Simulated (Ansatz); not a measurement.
**Pb: further runs on the relaxed cell**

An exercise on one series of results from a longer session: the logs are not shown, and one member is left open.

This is Pb in the hcp structure; at room conditions it is fcc.

Program: Ansatz 0.2.0. Level of theory: DFT PBEsol, scalar-relativistic, plane waves, PAW. These are calculated values, not measurements.

1 further run of the same task is left out (set aside as unsound or not needed).

### Starting point

It takes space group P6_3/mmc (No. 194, hexagonal). The conventional cell has a = 3.472 Å, b = 3.472 Å, c = 5.727 Å, α = 90.00°, β = 90.00°, γ = 120.00°. Pb (site symmetry -6m2) has 12 Pb at 3.47 to 3.50 Å as nearest neighbours.

Coordinates:

```xyz
2
Lattice="3.4722 0.0000 0.0000 -1.7361 3.0070 0.0000 0.0000 0.0000 5.7272" Properties=species:S:1:pos:R:3 pbc="T T T"
Pb    0.0000    2.0047    1.4318
Pb    1.7361    1.0023    4.2954
```

It is the result of an earlier relaxation at this level (volume 29.90 Å³/atom; gap on the mesh: none (metal)).

Set-up of the first run:

input.yaml

```yaml
crystal:
  lattice:
    - [3.4370905117, 0.0, 0.0]
    - [-1.7185452558, 2.9766076982, 0.0]
    - [0.0, 0.0, 5.6693605392]
  atoms:
    - { symbol: Pb, position: [0.3333333333, 0.6666666667, 0.25] }
    - { symbol: Pb, position: [0.6666666667, 0.3333333333, 0.75] }
basis:
  ecutwfc: 420
kpoints:
  mp_grid: { grid: [15, 15, 8] }
hamiltonian:
  xc: pbesol
scf:
  occupations: { method: gaussian, width: 0.1 }
output:
  forces: true
  stress: true
  eigenvalues: true
relax:
  adjacent_minimum: "off"
  f_tol: 0.01
  max_steps: 30
  cell: { stress_tol: 0.1, fix: [volume] }
```

Run with:

```
$ ansatz run input.yaml --threads 1 --pin off --max-ram 2560MiB --backend cpu --events-out ev --progress --plain --runs-dir out
```

Among the steps run: Point at V/V0 = 0.97; Volume × 1.03; The cell scaled to 0.94 of its volume; Point at V/V0 = 1.06; Volume × 0.91; Volume × 1.10; The cell scaled to 0.88 of its volume.

One of the session's tables, all rows but one given; the rest of the session is left out.

It belongs to the step «Equation of state». 

```
volume (Å³/atom)  energy above the lowest point (meV/atom)  pressure (GPa)
          26.310                                      83.0            8.30
          27.207                                      43.9            5.67
          28.104                                         ?               ?
          29.001                                       4.3            1.58
          29.898                                       0.0            0.00
          30.795                                       3.9           -1.33
          31.692                                      14.7           -2.45
          32.888                                      37.8           -3.67
```

Estimate the missing values for volume (Å³/atom) = 28.104.

Worked estimate for «energy above the lowest point (meV/atom)». A straight line through the neighbours (27.207, 43.9) and (29.001, 4.3) gives 43.9 + (4.3 − 43.9) × (28.104 − 27.207) / (29.001 − 27.207) = 24.1; a parabola fitted to 4 rows on both sides gives 18.3.

**Answer.** energy above the lowest point (meV/atom): 18.3; pressure (GPa): 3.46. In «energy above the lowest point (meV/atom)» the line misses by +5.8 and the parabola by 0.0.
